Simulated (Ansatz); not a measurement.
# Cu3Os: the cost of one run

Program: Ansatz 0.2.0. Level of theory: DFT PBE, scalar-relativistic, plane waves, PAW. These are calculated values, not measurements.

## (1) The structure to begin with

It takes space group P6_3/mmc (No. 194, hexagonal). The conventional cell has a = 5.322 Å, b = 5.322 Å, c = 4.272 Å, α = 90.00°, β = 90.00°, γ = 120.00°. Cu (site symmetry mm2) has 4 Os at 2.63 to 2.66 Å and 8 Cu at 2.63 to 2.67 Å as nearest neighbours. Around Os (site symmetry -6m2) lie 12 Cu at 2.63 to 2.66 Å.

As a file:

```cif
data_structure
_symmetry_space_group_name_H-M 'P 1'
_symmetry_Int_Tables_number 1
_cell_length_a 5.3220
_cell_length_b 5.3220
_cell_length_c 4.2717
_cell_angle_alpha 90.000
_cell_angle_beta 90.000
_cell_angle_gamma 120.000
_cell_volume 104.78
loop_
_atom_site_label
_atom_site_type_symbol
_atom_site_fract_x
_atom_site_fract_y
_atom_site_fract_z
_atom_site_occupancy
Cu1 Cu 0.83300 0.66600 0.25000 1
Cu2 Cu 0.16700 0.83300 0.75000 1
Cu3 Cu 0.33400 0.16700 0.25000 1
Cu4 Cu 0.16700 0.33400 0.75000 1
Cu5 Cu 0.83300 0.16700 0.25000 1
Cu6 Cu 0.66600 0.83300 0.75000 1
Os1 Os 0.33333 0.66667 0.25000 1
Os2 Os 0.66667 0.33333 0.75000 1
```

(A quick probe on a coarse mesh, which set the mesh and smearing, is not shown.)

## (3) Coarse relaxation

Contents of input.yaml:

```yaml
crystal:
  lattice:
    - [5.3219927893, 0.0, 0.0]
    - [-2.6609963946, 4.6089809543, 0.0]
    - [0.0, 0.0, 4.271720356]
  atoms:
    - { symbol: Cu, position: [0.833, 0.666, 0.25] }
    - { symbol: Cu, position: [0.167, 0.833, 0.75] }
    - { symbol: Cu, position: [0.334, 0.167, 0.25] }
    - { symbol: Cu, position: [0.167, 0.334, 0.75] }
    - { symbol: Cu, position: [0.833, 0.167, 0.25] }
    - { symbol: Cu, position: [0.666, 0.833, 0.75] }
    - { symbol: Os, position: [0.3333333333, 0.6666666667, 0.25] }
    - { symbol: Os, position: [0.6666666667, 0.3333333333, 0.75] }
basis:
  ecutwfc: 420
kpoints:
  mp_grid: { grid: [6, 6, 4] }
hamiltonian:
  xc: pbe
scf:
  occupations: { method: gaussian, width: 0.1 }
  lower_state_search: "off"
output:
  forces: true
  stress: true
  eigenvalues: true
relax:
  adjacent_minimum: "off"
  f_tol: 0.04
  max_steps: 70
  cell: { stress_tol: 0.4 }
```

Command:

```console
$ ansatz run input.yaml --threads 1 --pin off --max-ram 2560MiB --backend cpu --events-out ev --progress --plain --runs-dir out
```

Q: Estimate wall time and peak memory on 1 thread of Arm Neoverse V1, shared host.

About 69 s, with a peak of 0.47 GiB.
